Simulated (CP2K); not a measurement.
GaGe:

```
Ge Ga
1.0
     4.09817    0.00000    0.00000
     2.04909    3.54912    0.00000
     2.04909    1.18304    3.34614
Ge Ga
1 1
Cartesian
  0.0000 0.0000 0.0000
  2.0491 1.1830 0.8365
```

The cell comes from a database or a generator and needn't be the stable form of this composition.

Base run:

- Program: CP2K 2026.2
- Functional: PBE
- Potentials or basis: POTENTIAL_UZH Ge GTH-PBE-q4, Ga GTH-PBE-q13; TZVP-MOLOPT-PBE-GTH basis
- Density cutoff: 9184 eV
- k mesh: 8 × 8 × 8
- Occupations: fermi-dirac, width 0.05 eV
- Spin: no spin polarisation

Its results: band gap on the k mesh none (metal or under the smearing width); pressure 0.5 GPa.

Question: After a change of settings the same cell gave: band gap on the k mesh none (metal or under the smearing width); pressure -2.0 GPa. Which change was it?
A. functional from PBE to LDA
B. functional from PBE to PW91
C. functional from PBE to M06-L
D. functional from PBE to PBEsol; density cutoff from 9184 eV to 6123 eV; cutoff of the grids from 675 Ry to 450 Ry

Answer: A.

LDA binds more tightly than PBE, so the same cell stands under less pressure.

Caveats: the basis of atomic orbitals isn't converged, which shifts pressures, moduli and gaps; the potentials were made for another functional, which shifts forces and pressure (some runs).

Not every run made on this cell is shown here.
